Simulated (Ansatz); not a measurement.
# LiCaF3 (P1) in Ansatz: convergence with wavefunction cutoff

Aim: find how far wavefunction cutoff must go before the results for LiCaF3 settle, at PBE. This setting moves, with any that are tied to it; all else stays.

Program: Ansatz 0.2.0. These are calculated values, not measurements. Logs are shortened: lines on timing, memory, paths and dates and some standing lists are left out, and cuts for length are marked.

**1. The cell of the first run**

The typed cell holds 5 atoms: a = 3.761 Å, b = 3.761 Å, c = 3.761 Å, α = 90.00°, β = 90.00°, γ = 90.00°.

The cell comes from a database or a generator and needn't be the stable form of this composition.

The cell isn't the ideal one: atoms moved at random, drawn with an rms of 0.05 Å.

**2. With wavefunction cutoff 200 eV**

input.yaml reads:

```yaml
crystal:
  lattice:
    - [3.761244, 0.0, 0.0]
    - [0.0, 3.761244, 0.0]
    - [0.0, 0.0, 3.761244]
  atoms:
    - { symbol: Ca, position: [0.011075, 0.012923, -0.000668] }
    - { symbol: F, position: [0.50256, 0.005892, 0.498812] }
    - { symbol: F, position: [0.496935, 0.492794, 0.007759] }
    - { symbol: F, position: [0.01811, 0.491864, 0.502432] }
    - { symbol: Li, position: [0.513937, 0.496035, 0.502842] }
hamiltonian:
  xc: pbe
  pseudopotentials: { kind: paw }
kpoints:
  mp_grid: { grid: [5, 5, 5] }
scf:
  occupations: { method: fermi_dirac, width: 0.1 }
output:
  forces: true
  stress: true
  eigenvalues: true
basis:
  ecutwfc: "200 eV"
```

Potentials or basis: Ansatz PAW.

Run with:

```console
> ansatz run input.yaml --threads 2 --pin off --max-ram 5632MiB --backend cpu --events-out ev --progress --plain --runs-dir out
```

Wall time 1.8 s (2 threads of Arm Neoverse V1, shared host); peak memory 0.29 GiB.

Results:

| Quantity | Value |
| --- | --- |
| Free energy | -4422.0540 eV |
| Pressure | 11.1 GPa |
| Largest force | 0.316 eV/Å |
| Band gap on the k mesh | 5.60 eV, direct |

**3. With wavefunction cutoff 250 eV**

Edit input.yaml of step 2 so:

```diff
@@ -23,2 +23,2 @@
 basis:
-  ecutwfc: "200 eV"
+  ecutwfc: "250 eV"
```

Potentials or basis: Ansatz PAW.

Run with:

```console
> ansatz run input.yaml --threads 2 --pin off --max-ram 5632MiB --backend cpu --events-out ev --progress --plain --runs-dir out
```

Run time: 1.9 s. Hardware: 2 threads of Arm Neoverse V1, shared host; peak memory 0.3 GiB.

Results:

| Property | Result |
| --- | --- |
| Free energy | -4446.5119 eV |
| Pressure | -2.7 GPa |
| Largest force | 0.674 eV/Å |
| Band gap on the k mesh | 6.71 eV, direct |

**4. With wavefunction cutoff 300 eV**

Edit input.yaml of step 3 so:

```diff
@@ -23,2 +23,2 @@
 basis:
-  ecutwfc: "250 eV"
+  ecutwfc: "300 eV"
```

Run with:

```console
> ansatz run input.yaml --threads 2 --pin off --max-ram 5632MiB --backend cpu --events-out ev --progress --plain --runs-dir out
```

Run time: 2.5 s. Hardware: 2 threads of Arm Neoverse V1, shared host; peak memory 0.33 GiB.

Results:

- Free energy: -4453.0821 eV
- Pressure: -1.3 GPa
- Largest force: 0.492 eV/Å
- Band gap on the k mesh: 6.62 eV, indirect (least direct gap 6.69 eV)

**5. With wavefunction cutoff 350 eV**

Edit input.yaml of step 4 so:

```diff
@@ -23,2 +23,2 @@
 basis:
-  ecutwfc: "300 eV"
+  ecutwfc: "350 eV"
```

Run with:

```console
> ansatz run input.yaml --threads 2 --pin off --max-ram 5632MiB --backend cpu --events-out ev --progress --plain --runs-dir out
```

It took 2.7 s on 2 threads of Arm Neoverse V1, shared host; peak memory 0.34 GiB.

What came out:

```
Free energy            : -4454.7015 eV
Pressure               : 0.3 GPa
Largest force          : 0.481 eV/Å
Band gap on the k mesh : 6.58 eV, indirect (least direct gap 6.61 eV)
```

**6. With wavefunction cutoff 400 eV**

Edit input.yaml of step 5 so:

```diff
@@ -23,2 +23,2 @@
 basis:
-  ecutwfc: "350 eV"
+  ecutwfc: "400 eV"
```

Potentials or basis: Ansatz PAW.

Run with:

```console
> ansatz run input.yaml --threads 2 --pin off --max-ram 5632MiB --backend cpu --events-out ev --progress --plain --runs-dir out
```

Run time: 3.8 s. Hardware: 2 threads of Arm Neoverse V1, shared host; peak memory 0.35 GiB.

It converged, with:

| Item | Value |
| --- | --- |
| Free energy | -4455.0179 eV |
| Pressure | 0.3 GPa |
| Largest force | 0.506 eV/Å |
| Band gap on the k mesh | 6.57 eV, indirect (least direct gap 6.61 eV) |

**7. With wavefunction cutoff 450 eV**

Edit input.yaml of step 6 so:

```diff
@@ -23,2 +23,2 @@
 basis:
-  ecutwfc: "400 eV"
+  ecutwfc: "450 eV"
```

Run with:

```console
> ansatz run input.yaml --threads 2 --pin off --max-ram 5632MiB --backend cpu --events-out ev --progress --plain --runs-dir out
```

Wall time 4.1 s (2 threads of Arm Neoverse V1, shared host); peak memory 0.37 GiB.

The run converged. Its results:

```
Free energy            : -4455.0570 eV
Pressure               : 0.2 GPa
Largest force          : 0.506 eV/Å
Band gap on the k mesh : 6.57 eV, indirect (least direct gap 6.61 eV)
```

**8. With wavefunction cutoff 500 eV**

Edit input.yaml of step 7 so:

```diff
@@ -23,2 +23,2 @@
 basis:
-  ecutwfc: "450 eV"
+  ecutwfc: "500 eV"
```

Run with:

```console
> ansatz run input.yaml --threads 2 --pin off --max-ram 5632MiB --backend cpu --events-out ev --progress --plain --runs-dir out
```

It took 4.9 s on 2 threads of Arm Neoverse V1, shared host; peak memory 0.39 GiB.

It converged, with:

```yaml
Free_energy: -4455.0586 eV
Pressure: 0.2 GPa
Largest_force: 0.506 eV/Å
Band_gap_on_the_k_mesh: 6.57 eV, indirect (least direct gap 6.61 eV)
```

**9. With wavefunction cutoff 600 eV**

Edit input.yaml of step 8 so:

```diff
@@ -23,2 +23,2 @@
 basis:
-  ecutwfc: "500 eV"
+  ecutwfc: "600 eV"
```

Potentials or basis: Ansatz PAW.

Run with:

```console
> ansatz run input.yaml --threads 2 --pin off --max-ram 5632MiB --backend cpu --events-out ev --progress --plain --runs-dir out
```

Run time: 5.8 s. Hardware: 2 threads of Arm Neoverse V1, shared host; peak memory 0.42 GiB.

It converged, with:

- Free energy: -4455.0618 eV
- Pressure: 0.2 GPa
- Largest force: 0.507 eV/Å
- Band gap on the k mesh: 6.57 eV, indirect (least direct gap 6.61 eV)

**10. With wavefunction cutoff 800 eV**

Edit input.yaml of step 9 so:

```diff
@@ -23,2 +23,2 @@
 basis:
-  ecutwfc: "600 eV"
+  ecutwfc: "800 eV"
```

Potentials or basis: Ansatz PAW.

Run with:

```console
> ansatz run input.yaml --threads 2 --pin off --max-ram 5632MiB --backend cpu --events-out ev --progress --plain --runs-dir out
```

Output:

```text
Warning: RAYON_NUM_THREADS=2 ignored (pool sized by the plan → 2); use --threads N
Engine: ansatz 0.2.0, aarch64-unknown-linux-gnu
Pseudopotentials: kind: paw
Pseudopotential: Ca, paw, valence charge 10, recommended cutoff 420 eV (normal), Ca.paw.azcp
Pseudopotential: F, paw, valence charge 7, recommended cutoff 420 eV (normal), F.paw.azcp
Pseudopotential: Li, paw, valence charge 3, recommended cutoff 420 eV (normal), Li.paw.azcp
Functional definition: PBE
  parameter kappa = 0.804
  parameter beta = 0.06672455060314922
  exchange = pbe_x(kappa = kappa, mu = beta*pi^2/3)
  correlation = pbe_c(beta = beta)
Crystal: 5 atoms, lattice volume = 53.210 Å³
Basis set: ecut = 800 eV, 2777 PW (Γ), exchange–correlation on 72×72×72 points (8 copies of the dense FFT grid, shifted against one another)
Bands: 22, of which v1, the nominal top of the filled ones, is band 17 counted from 1 (16 counted from 0)
Symmetry: 1 space group operations
Space group: P1 (ITA 1), of the structure as read, at distance tolerance 3.8e-5 Å
k-points: 63 of 125 (time reversal used)
Non-local potential: Ca, projectors of the file, l = 0: 3, l = 1: 2, l = 2: 2
Non-local potential: F, projectors of the file, l = 0: 2, l = 1: 2, l = 2: 1
Non-local potential: Li, projectors of the file, l = 0: 3, l = 1: 2, l = 2: 1
PAW form: soft (Blöchl's): semilocal exchange-correlation on the pseudo side does not see the compensation charge
PAW one-centre angular grid: Ca, 110 points (default); XC on 64 Gauss nodes
PAW one-centre angular grid: F, 110 points (default); XC on 64 Gauss nodes
PAW one-centre angular grid: Li, 110 points (default); XC on 64 Gauss nodes
Initial density: superposition of atomic densities (neutral atoms: chi_scale 0, normalization atom), corrected by the library's trained network
Initial wavefunctions: pseudopotential atomic-orbital guess
Functional: x = pbe(κ = 0.804, μ = 0.2195149727645171), c = pbe(β = 0.06672455060314922)
SCF iter   1: F=—  HF=-4455.063942 eV  |F-HF|=—  |Δ(HF+E_count)|=         —  Δρ=1.80e-3  dr2=8.13e-4  ethr=1.77e-3  ⟨swp⟩=7.4  Hψ=7950  notcnv=0
preconditioner: auto → Resta (q_TF=auto, 2.532 Å⁻¹)  ε∞=3.8  [insulator: Δε(μ)=6.545 eV  Ē_g=16.622 eV  σ=0.100 eV  W_gap=1.00  n_scr=18 (ndim 8)  ℏωp=27.9 eV  f_vac=0.007  D(μ)=0.00/eV (n_scr^D=0)  ε∞_Penn≈3.8]
SCF iter   2: F=—  HF=-4455.063921 eV  |F-HF|=—  |Δ(HF+E_count)|=   2.17e-5  Δρ=1.02e-3  dr2=6.40e-4  ethr=2.39e-6  ⟨swp⟩=2.2  Hψ=2322  notcnv=0
SCF iter   3: F=—  HF=-4455.063891 eV  |F-HF|=—  |Δ(HF+E_count)|=   2.96e-5  Δρ=5.88e-4  dr2=1.56e-4  ethr=1.88e-6  ⟨swp⟩=2.0  Hψ=1876  notcnv=0  defer=7
SCF iter   4: F=—  HF=-4455.063884 eV  |F-HF|=—  |Δ(HF+E_count)|=   6.61e-6  Δρ=1.31e-4  dr2=8.75e-6  ethr=4.58e-7  ⟨swp⟩=2.3  Hψ=2431  notcnv=0  defer=12
SCF iter   5: F=—  HF=-4455.063909 eV  |F-HF|=—  |Δ(HF+E_count)|=   2.42e-5  Δρ=5.40e-5  dr2=1.40e-6  ethr=2.57e-8  ⟨swp⟩=2.0  Hψ=2394  notcnv=0  defer=12
SCF iter   6: F=—  HF=-4455.063909 eV  |F-HF|=—  |Δ(HF+E_count)|=   6.73e-8  Δρ=2.01e-5  dr2=1.85e-7  ethr=4.11e-9  ⟨swp⟩=2.0  Hψ=1918  notcnv=0  defer=12
SCF iter   7: F=-4455.063909 eV  HF=-4455.063909 eV  |F-HF|=6.30e-8  |Δ(HF+E_count)|=   2.20e-8  Δρ=1.31e-5  dr2=7.25e-8  ethr=2.94e-10  ⟨swp⟩=7.2  Hψ=5350  notcnv=0
SCF 1 converged in 7 iterations: F = -4455.063909 eV  dr2 = 7.25e-8
SCF converged after 7 iterations
Free energy (F): -4455.063909 eV
Harris-Foulkes:  -4455.063909 eV  (|F-HF|=6.30e-8)
Internal energy: -4455.063909 eV  (E = F + TS)
E sigma→0 (E₀):  -4455.063909 eV
Fermi energy:    7.390779 eV
--- Per-component energies (eV) ---
  E_band       = -275.197185
  E_kinetic    = 922.574512
  E_local      = -2237.129335  (includes V_loc(G=0)·N_el)
  E_nonlocal   = 250.603205
  E_hartree    = 780.090062
  E_xc         = -390.399594
  E_vxc        = -495.800177  (∫ρ·V_xc dr)
  E_paw        = -1481.181782  (= ΣΔE_a)
  E_vpaw       = -275.620013  (= ΣTr[D̂ρ^β])
  E_aug_tail   = 0.000222  (compensation charges beyond the density's cutoff)
  E_ewald      = -2299.621198
  E_smearing   = -0.000000  (= −TS)
  E_closure    = 0.000000  (closes the sum)
  Σ components = -4455.063909   (vs F -4455.063909, Δ=0.00e0)
--- Forces (eV/Å), atoms counted from 1 ---
  atom   1  Ca     0.11371466     0.06741185     0.02546031
  atom   2  F      0.18279427    -0.42889621     0.09659049
  atom   3  F      0.20349623     0.08261321    -0.25103170
  atom   4  F     -0.49193202     0.08557725     0.08425404
  atom   5  Li    -0.00808230     0.19326620     0.04473702
  max |Σ_I F_I| component: 2.77e-5 eV/Å
--- Stress (GPa, compression-positive) ---
        0.151301      -0.043728      -0.026522
       -0.043727       0.380877      -0.065334
       -0.026521      -0.065334       0.202847
  P = ⅓ Tr σ = 0.2450 GPa (2.450 kbar)
--- Band table (eV; the first three rows and the last of 63) ---
  k-point 0: bands = ["-36.1740", "-33.7976", "-16.3086", "-15.3779", "-15.3753", "-14.7100", "-14.7081", "-14.6997", "1.2204", "1.2277", "1.2333", "3.1606", "3.1706", "3.1776", "3.8625", "3.8806", "3.8833", "10.4962", "10.5027", "10.8469", "12.0710", "12.0819"]
  k-point 1: bands = ["-36.1727", "-33.7945", "-16.3262", "-15.5516", "-15.3668", "-14.7036", "-14.6956", "-14.5524", "1.2986", "1.3161", "1.4202", "2.9413", "3.0431", "3.0941", "3.5390", "3.7650", "3.7831", "10.8583", "10.8747", "11.6318", "12.1310", "12.3248"]
  k-point 2: bands = ["-36.1706", "-33.7896", "-16.3566", "-15.7494", "-15.3528", "-14.6959", "-14.6881", "-14.3793", "1.4607", "1.4777", "1.8196", "2.6191", "2.8373", "2.9280", "2.9447", "3.6037", "3.6178", "11.4443", "11.5130", "12.2111", "12.7043", "12.7372"]
  k-point 62: bands = ["-36.1682", "-33.7837", "-16.2185", "-15.8299", "-15.5073", "-14.7145", "-14.5835", "-14.4724", "1.1841", "1.7230", "1.9293", "2.2790", "2.4429", "3.0460", "3.5220", "3.6577", "3.7352", "11.8331", "11.9091", "12.2239", "12.4767", "12.6094"]
```

Run time: 8.8 s. Hardware: 2 threads of Arm Neoverse V1, shared host; peak memory 0.42 GiB.

What came out:

| Item | Value |
| --- | --- |
| Free energy | -4455.0639 eV |
| Pressure | 0.2 GPa |
| Largest force | 0.506 eV/Å |
| Band gap on the k mesh | 6.57 eV, indirect (least direct gap 6.61 eV) |

**11. The series at a glance**

| wavefunction cutoff | energy less the tightest run, at zero smearing (meV/atom) | pressure (GPa) | largest force (eV/Å) | gap on the mesh (eV) | SCF cycles | CPU time (s) | peak memory (GiB) |
| --- | --- | --- | --- | --- | --- | --- | --- |
| 200 eV | 6601.98 | 11.10 | 0.316 | 5.605 | 8 | 3.4 | 0.29 |
| 250 eV | 1710.40 | -2.75 | 0.674 | 6.712 | 7 | 3.7 | 0.3 |
| 300 eV | 396.36 | -1.30 | 0.492 | 6.619 | 7 | 4.9 | 0.33 |
| 350 eV | 72.49 | 0.28 | 0.481 | 6.580 | 6 | 5.2 | 0.34 |
| 400 eV | 9.19 | 0.27 | 0.506 | 6.574 | 7 | 7.4 | 0.35 |
| 450 eV | 1.39 | 0.25 | 0.506 | 6.573 | 7 | 8 | 0.37 |
| 500 eV | 1.07 | 0.25 | 0.506 | 6.573 | 7 | 9.6 | 0.39 |
| 600 eV | 0.42 | 0.25 | 0.507 | 6.573 | 7 | 11 | 0.42 |
| 800 eV | 0.00 | 0.25 | 0.506 | 6.573 | 7 | 17 | 0.42 |

Against the tightest run, the energy stays within 1 meV/atom from 600 eV on; the pressure stays within 0.1 GPa from 350 eV on; the largest force stays within 0.005 eV/Å from 400 eV on; the gap on the mesh stays within 0.01 eV from 350 eV on. The tightest run that finished is the yardstick and may itself not be fully converged.

Caveats: odd divisions of the mesh miss points on the zone boundary, where band edges often lie, so the gap on the mesh can be too wide.
